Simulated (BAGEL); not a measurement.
# SiHCl3 (trichlorosilane): a chain of runs

Aim: a single-point energy (HF/def2-SV(P)), then a single-point energy (NEVPT2(2,2)/def2-SV(P)), then a single-point energy (CASPT2(2,2)/def2-SV(P)) of SiHCl3 (trichlorosilane). 

The calculation is run with BAGEL 1.2.2.

## (1) The system as given

SiHCl3: 5 atoms, total charge 0, spin state singlet. As SMILES, `Cl[SiH](Cl)Cl`. The Si2–Cl4 distance was set to 3.248 Å, away from the relaxed value. At this shape a bond of the SMILES string is far longer than usual.

Bond lengths: Cl1–Si2 2.030 Å, Si2–Cl3 2.030 Å, Si2–H5 1.469 Å. Angles: Cl1–Si2–Cl3 109.5°, Cl1–Si2–H5 109.5°, Cl3–Si2–H5 109.4°. A long bond or contact: Si2–Cl4 3.248 Å.

## (2) A single-point energy at HF/def2-SV(P) (density fitting with svp-jkfit) (run 1)

File job.json:

```json
{ "bagel" : [

{
  "title" : "molecule",
  "basis" : "def2-sv_p_.json",
  "df_basis" : "svp-jkfit",
  "angstrom" : true,
  "geometry" : [
    { "atom" : "Cl", "xyz" : [       1.927766,       0.123281,       1.863676 ] },
    { "atom" : "Si", "xyz" : [       0.155536,       0.682021,       1.047236 ] },
    { "atom" : "Cl", "xyz" : [       0.254536,       2.628411,       0.480506 ] },
    { "atom" : "Cl", "xyz" : [      -0.476020,      -1.170520,      -1.544190 ] },
    { "atom" : "H", "xyz" : [      -0.914474,       0.515651,       2.039946 ] }
  ]
},

{
  "title" : "hf"
},

{
  "title" : "print",
  "file" : "orbitals.molden",
  "orbitals" : true
}

]}
```

The basis set def2-SV(P) is read from a file made from the Basis Set Exchange's data (not shown).

Command:

```sh
$ BAGEL_NUM_THREADS=1 BAGEL job.json > job.out
```

Output:

```text
* using 1 threads per process

  ===============================================================
  ===============================================================

  *** Geometry ***

  { "atom" : "Cl", "xyz" : [      3.642950,      0.232967,      3.521837 ] },
  { "atom" : "Si", "xyz" : [      0.293920,      1.288833,      1.978989 ] },
  { "atom" : "Cl", "xyz" : [      0.481003,      4.966977,      0.908025 ] },
  { "atom" : "Cl", "xyz" : [     -0.899547,     -2.211962,     -2.918096 ] },
  { "atom" : "H", "xyz" : [     -1.728105,      0.974439,      3.854939 ] },

  Number of auxiliary basis functions:      530

  Since a DF basis is specified, we compute 2- and 3-index integrals:
    o Being stored without compression. Storage requirement is 0.023 GB

  Number of basis functions:       74
  Number of electrons      :       66

    * METHOD: MOLECULE                             0.24

  *** RHF ***

  === Nuclear Repulsion ===
   292.6303220807

      * DIIS with orbital gradients will be used.

  === RHF iteration (def2-sv_p_.json) ===
      0      -1667.33942719          0.01264622           0.09
      1      -1667.43701775          0.00901489           0.09
      2      -1667.49648694          0.00103100           0.09
      3      -1667.49808812          0.00027036           0.09
      4      -1667.49822070          0.00008519           0.09
      5      -1667.49823534          0.00002563           0.08
      6      -1667.49823692          0.00000654           0.08
      7      -1667.49823701          0.00000159           0.08
      8      -1667.49823701          0.00000058           0.08
      9      -1667.49823701          0.00000022           0.08
     10      -1667.49823701          0.00000013           0.08
     11      -1667.49823701          0.00000007           0.08
     12      -1667.49823701          0.00000003           0.09
     13      -1667.49823701          0.00000001           0.08
    * SCF iteration converged.

    * Permanent dipole moment:
           (   -0.225344,    -1.274687,    -2.036283) a.u.

    * METHOD: HF                                   1.36

    * METHOD: PRINT                                0.01

  ===============================================================
```

Run time: 1.8 s. Hardware: 1 thread of Arm Neoverse V1, shared host; peak memory 0.14 GiB.

## (3) A single-point energy at NEVPT2(2,2)/def2-SV(P) (density fitting with svp-jkfit) (run 2)

File input.json:

```json
{ "bagel": [

{
  "title": "molecule",
  "basis": "def2-sv_p_.json",
  "df_basis": "svp-jkfit",
  "angstrom": true,
  "geometry": [
    { "atom": "Cl", "xyz": [       1.927766,       0.123281,       1.863676 ] },
    { "atom": "Si", "xyz": [       0.155536,       0.682021,       1.047236 ] },
    { "atom": "Cl", "xyz": [       0.254536,       2.628411,       0.480506 ] },
    { "atom": "Cl", "xyz": [      -0.476020,      -1.170520,      -1.544190 ] },
    { "atom": "H", "xyz": [      -0.914474,       0.515651,       2.039946 ] }
  ]
},

{ "title": "hf" },

{ "title": "casscf", "nstate": 1, "nact": 2, "nclosed": 32, "active": [33, 34], "maxiter": 200, "natocc": true },

{ "title": "nevpt2", "nstate": 1, "nact": 2, "nclosed": 32, "active": [33, 34], "maxiter": 200, "natocc": true, "ncore": 20 },

{ "title": "print", "file": "orbitals.molden", "orbitals": true }

]}
```

The basis set def2-SV(P) is read from a file made from the Basis Set Exchange's data (not shown).

Command:

```sh
$ BAGEL_NUM_THREADS=1 BAGEL input.json > input.out
```

Output:

```text
* using 1 threads per process

  ===============================================================
  ===============================================================

  *** Geometry ***

  { "atom" : "Cl", "xyz" : [      3.642950,      0.232967,      3.521837 ] },
  { "atom" : "Si", "xyz" : [      0.293920,      1.288833,      1.978989 ] },
  { "atom" : "Cl", "xyz" : [      0.481003,      4.966977,      0.908025 ] },
  { "atom" : "Cl", "xyz" : [     -0.899547,     -2.211962,     -2.918096 ] },
  { "atom" : "H", "xyz" : [     -1.728105,      0.974439,      3.854939 ] },

  Number of auxiliary basis functions:      530

  Since a DF basis is specified, we compute 2- and 3-index integrals:
    o Being stored without compression. Storage requirement is 0.023 GB

[... 18 lines left out ...]
    * SCF iteration converged.
[... 1 line left out ...]
    * Permanent dipole moment:
[... 27 lines left out ...]
    * Second-order optimization converged. *
[... 1 line left out ...]
     guess   0:   closed 1.                   open ..

  === FCI iteration ===

      0  0     -1667.48744220     6.95e-02      0.00
      1  0     -1667.52612255     2.28e-02      0.00
      2  0 *   -1667.53521335     5.63e-16      0.00

     * ci vector, state   0, <S^2> = 0.0000
       2.     0.9407913095
       .2    -0.3389863007

    * METHOD: CASSCF                               5.56

    * freezing 20 orbitals

  === DF-NEVPT2 calculation ===

    * 3-index integral transformation done
    * assembly done

      NEVPT2 correlation energy:   -0.4570284109      0.09

          (+0)     -0.3752319280
          (+0)'    -0.0173711075
          (+1)     -0.0212015990
          (+1)'    -0.0000000000
          (+2)     -0.0007016638
          (-1)     -0.0403506094
          (-1)'     0.0000000000
          (-2)     -0.0021715032

      NEVPT2 total energy:       -1667.9922417580

    * METHOD: NEVPT2                               0.22

    * METHOD: PRINT                                0.01

  ===============================================================
```

Run time: 7.5 s. Hardware: 1 thread of Arm Neoverse V1, shared host; peak memory 0.14 GiB.

## (4) The energy at CASPT2(2,2)/def2-SV(P) (density fitting with svp-jkfit) (run 3)

File caspt2.json:

```json
{ "bagel" : [

{
  "title" : "molecule",
  "basis" : "def2-sv_p_.json",
  "df_basis" : "svp-jkfit",
  "angstrom" : true,
  "geometry" : [
    { "atom" : "Cl", "xyz" : [    1.927766,    0.123281,    1.863676 ] },
    { "atom" : "Si", "xyz" : [    0.155536,    0.682021,    1.047236 ] },
    { "atom" : "Cl", "xyz" : [    0.254536,    2.628411,    0.480506 ] },
    { "atom" : "Cl", "xyz" : [   -0.476020,   -1.170520,   -1.544190 ] },
    { "atom" : "H", "xyz" : [   -0.914474,    0.515651,    2.039946 ] }
  ]
},
{
  "title" : "hf"
},
{
  "title" : "casscf",
  "nstate" : 1,
  "nact" : 2,
  "nclosed" : 32,
  "active" : [33, 34],
  "maxiter" : 200,
  "natocc" : true
},
{
  "title" : "print",
  "file" : "orbitals.molden",
  "orbitals" : true
},
{
  "title" : "smith",
  "method" : "caspt2",
  "ms" : true,
  "xms" : true,
  "sssr" : true,
  "shift" : 0.2,
  "shift_imag" : true,
  "ncore" : 20
}

]}
```

The basis set def2-SV(P) is read from a file made from the Basis Set Exchange's data (not shown).

Command:

```sh
$ BAGEL_NUM_THREADS=1 BAGEL caspt2.json > caspt2.out
```

Output:

```text
* using 1 threads per process

  ===============================================================
  ===============================================================

  *** Geometry ***

  { "atom" : "Cl", "xyz" : [      3.642950,      0.232967,      3.521837 ] },
  { "atom" : "Si", "xyz" : [      0.293920,      1.288833,      1.978989 ] },
  { "atom" : "Cl", "xyz" : [      0.481003,      4.966977,      0.908025 ] },
  { "atom" : "Cl", "xyz" : [     -0.899547,     -2.211962,     -2.918096 ] },
  { "atom" : "H", "xyz" : [     -1.728105,      0.974439,      3.854939 ] },

  Number of auxiliary basis functions:      530

  Since a DF basis is specified, we compute 2- and 3-index integrals:
    o Being stored without compression. Storage requirement is 0.023 GB

[... 18 lines left out ...]
    * SCF iteration converged.
[... 1 line left out ...]
    * Permanent dipole moment:
[... 27 lines left out ...]
    * Second-order optimization converged. *
[... 9 lines left out ...]
     * ci vector, state   0, <S^2> = 0.0000
[... 16 lines left out ...]
    * Zeroth order energy : state  0       -0.6702492092
[... 4 lines left out ...]
       #      aibj      arbs      arbi      airj      risj      airs      arst      rist         Etot      error   time
[... 2 lines left out ...]
       0  -0.37367  -0.00262  -0.04188  -0.02270  -0.00100  -0.01636  -0.00000  -0.00000   -0.4582167  0.0008253   0.04
       1  -0.37372  -0.00262  -0.04192  -0.02278  -0.00102  -0.01644  -0.00000  -0.00000   -0.4584981  0.0000771   0.03
       2  -0.37372  -0.00262  -0.04192  -0.02278  -0.00102  -0.01644  -0.00000  -0.00000   -0.4585010  0.0000104   0.04
       3  -0.37372  -0.00262  -0.04192  -0.02278  -0.00102  -0.01644  -0.00000  -0.00000   -0.4585010  0.0000015   0.04
       4  -0.37372  -0.00262  -0.04192  -0.02278  -0.00102  -0.01644   0.00000  -0.00000   -0.4585010  0.0000002   0.04

      ------------------------------------------------------------------------------------------------------------------

    * CASPT2 energy : state  0    -1667.9965803803
        w/o shift correction      -1667.9937143833
        reference weight              0.8533338373

    * METHOD: SMITH                                0.37

  ===============================================================
```

Run time: 7.8 s. Hardware: 1 thread of Arm Neoverse V1, shared host; peak memory 0.14 GiB.

## (5) What came out

| quantity | value |
| --- | --- |
| run 1, HF/def2-SV(P): total energy | -1667.49824 Eh |
| run 1, HF/def2-SV(P): dipole moment | 6.13 D |
| run 1, HF/def2-SV(P): HOMO energy | -10.15 eV |
| run 1, HF/def2-SV(P): LUMO energy | -1.40 eV |
| run 1, HF/def2-SV(P): HOMO–LUMO gap | 8.75 eV |
| run 2, NEVPT2(2,2)/def2-SV(P): total energy | -1667.99224 Eh |
| run 3, CASPT2(2,2)/def2-SV(P): total energy | -1667.99658 Eh |

**Reading.** One bond (run 1, HF/def2-SV(P)) is far stretched, which a spin-restricted single reference describes badly; a broken-symmetry solution may lie lower.
